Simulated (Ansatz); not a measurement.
# BrGe: vertical and adiabatic energies of changing the electron count

Computed with Ansatz 0.2.0, Python API.

`adiabatic.py`
```python
import warnings

import ansatz as az
import numpy as np

warnings.simplefilter("ignore", az.DeckWarning)

geometry_ang = [
    ("Ge", (0.0, 0.0, 0.0)),
    ("Br", (0.0, 0.0, 2.275)),
]
molecule = az.Crystal.molecule()
for symbol, xyz in geometry_ang:
    molecule = molecule.atom(symbol, xyz)

job = (
    molecule.calculation()
    .basis(gaussian="def2-SVP")
    .functional("r2scan", dispersion="d3bj")
    .spin("collinear", total=1)
)
symbols = [site.symbol for site in molecule.cartesian_sites]
start = np.array([site.position_ang for site in molecule.cartesian_sites], dtype=float)
report = job.relax(force_tolerance=0.01, max_steps=100).run().report
end = np.array(report["positions_ang"])

minimum = az.Crystal.molecule()
for symbol, place in zip(symbols, end):
    minimum = minimum.atom(symbol, place.tolist())
ion = (
    minimum.calculation()
    .basis(gaussian="def2-SVP")
    .functional("r2scan", dispersion="d3bj")
    .charge(1)
)
vertical = ion.run().report
settled = ion.relax(force_tolerance=0.01, max_steps=80).run().report
print(f"vertical ionisation energy   {vertical['free_energy_ev'] - report['free_energy_ev']:.3f} eV")
print(f"adiabatic, no zero point     {settled['free_energy_ev'] - report['free_energy_ev']:.3f} eV")
print(f"relaxation energy of the ion {vertical['free_energy_ev'] - settled['free_energy_ev']:.3f} eV")
ionised = np.array(settled["positions_ang"])
print("final positions (A) and the move of each atom")
for symbol, xyz, old in zip(symbols, ionised, end):
    print(f"{symbol:2s} {xyz[0]:10.5f} {xyz[1]:10.5f} {xyz[2]:10.5f}   {np.linalg.norm(xyz - old):7.4f}")
```

Running `python adiabatic.py` prints:
```text
vertical ionisation energy   7.506 eV
adiabatic, no zero point     7.394 eV
relaxation energy of the ion 0.112 eV
final positions (A) and the move of each atom
Ge   -0.00000    0.00000    0.03067    0.0590
Br    0.00000   -0.00000    2.24433    0.0590
```

Notes:
- The energies are electronic: no zero-point or thermal terms, and the basis set is short of its limit. The product may relax into another structure. The relaxation finds the nearest minimum, so the adiabatic value is an upper bound.
- The species is open-shell (spin multiplicity 2).
- Only the spin states typed were run; another state of an ion can lie lower, by up to an eV or two.
- The spin state was assumed, and another may lie lower.
- A dispersion term here runs with damping parameters fitted for another variant or functional.
- The script silences the warnings on its input, which a real study should read.
- Wall time of the script: 26 s on 1 thread of Arm Neoverse V2, on a shared host, peak memory 0.21 GiB.
